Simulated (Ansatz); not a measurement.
# Cl2FH7O2Si2: the cost of one run

Program: Ansatz 0.2.0, Gaussian basis. Level of theory: PBE0-D4, def2-SVP first, then def2-TZVP. These are calculated values, not measurements.

173 further runs of the same task are left out: 2 that didn't finish, 171 set aside as unsound or not needed.

## Step 1: The system as given

The guess: 14 atoms, charge 0, spin multiplicity 1.

Atoms are counted from 1 here; the program's logs count them from 0.

Bond lengths: Si1–Si2 2.472 Å, Si1–Cl3 2.018 Å, Si1–Cl4 2.258 Å, Si1–O5 1.678 Å, Si1–F7 1.707 Å, Si2–H10 1.480 Å, Si2–H11 1.463 Å, Si2–H12 1.458 Å, O5–H13 0.955 Å, H6–O9 0.971 Å, H8–O9 1.237 Å, O9–H14 1.010 Å. Angles: Si2–Si1–Cl3 122.5°, Si2–Si1–Cl4 82.6°, Si2–Si1–O5 119.0°, Si2–Si1–F7 90.7°, Cl3–Si1–Cl4 94.2°, Cl3–Si1–O5 118.4°, Cl3–Si1–F7 93.7°, Cl4–Si1–O5 91.3°, Cl4–Si1–F7 171.6°, O5–Si1–F7 87.4°, Si1–Si2–H10 121.5°, Si1–Si2–H11 116.8°, Si1–Si2–H12 96.5°, H10–Si2–H11 108.3°, H10–Si2–H12 103.3°, H11–Si2–H12 107.8°, Si1–O5–H13 115.7°, H6–O9–H8 104.5° and more.

Geometry (Å):

```xyz
14
charge 0, multiplicity 1
Si   -0.52860   -0.45950   -0.90670
Si   -0.35220   -0.79090    1.53620
Cl   -2.06070   -1.19550   -1.99390
Cl    0.65120   -2.38360   -0.95690
O     0.69810    0.35990   -1.70670
H     0.27010    2.46860    0.31180
F    -1.28090    1.05470   -0.66940
H     0.46280    0.77510    0.72320
O     0.99320    1.82080    0.32990
H    -0.89370    0.19970    2.49310
H     0.93390   -1.26740    2.04610
H    -1.30150   -1.89460    1.62270
H     1.30080   -0.18480   -2.20960
H     1.10750    1.49750   -0.62000
```

Distances that are to change: Si1–F7 1.71 Å, H6–O9 0.97 Å, Si2–H8 1.94 Å, Si1–Si2 2.47 Å, H6–F7 2.32 Å, H8–O9 1.24 Å.

## Step 2: Constrained relaxation of the guess

hold/in.yaml reads:

```yaml
crystal:
  periodic: [false, false, false]
  atoms:
    - {symbol: Si, position_ang: [-0.528600, -0.459500, -0.906700]}
    - {symbol: Si, position_ang: [-0.352200, -0.790900, 1.536200]}
    - {symbol: Cl, position_ang: [-2.060700, -1.195500, -1.993900]}
    - {symbol: Cl, position_ang: [0.651200, -2.383600, -0.956900]}
    - {symbol: O, position_ang: [0.698100, 0.359900, -1.706700]}
    - {symbol: H, position_ang: [0.270100, 2.468600, 0.311800]}
    - {symbol: F, position_ang: [-1.280900, 1.054700, -0.669400]}
    - {symbol: H, position_ang: [0.462800, 0.775100, 0.723200]}
    - {symbol: O, position_ang: [0.993200, 1.820800, 0.329900]}
    - {symbol: H, position_ang: [-0.893700, 0.199700, 2.493100]}
    - {symbol: H, position_ang: [0.933900, -1.267400, 2.046100]}
    - {symbol: H, position_ang: [-1.301500, -1.894600, 1.622700]}
    - {symbol: H, position_ang: [1.300800, -0.184800, -2.209600]}
    - {symbol: H, position_ang: [1.107500, 1.497500, -0.620000]}
basis:
  gaussian: {orbitals: def2-SVP}
hamiltonian: {xc: pbe0, dispersion: d4}
relax: {f_tol: 0.04, max_steps: 150, escape_saddle: false, constraints: [{distance: [0, 6]}, {distance: [5, 8]}, {distance: [1, 7]}, {distance: [0, 1]}, {distance: [5, 6]}, {distance: [7, 8]}]}
```

Run with:

```bash
$ ansatz run in.yaml --threads 4 --pin off --events-out ev --progress --plain --max-ram 66560MiB --backend cpu
```

**Question.** How long does this run take on 4 threads of AMD EPYC 7R13, shared host?

About 43 s.
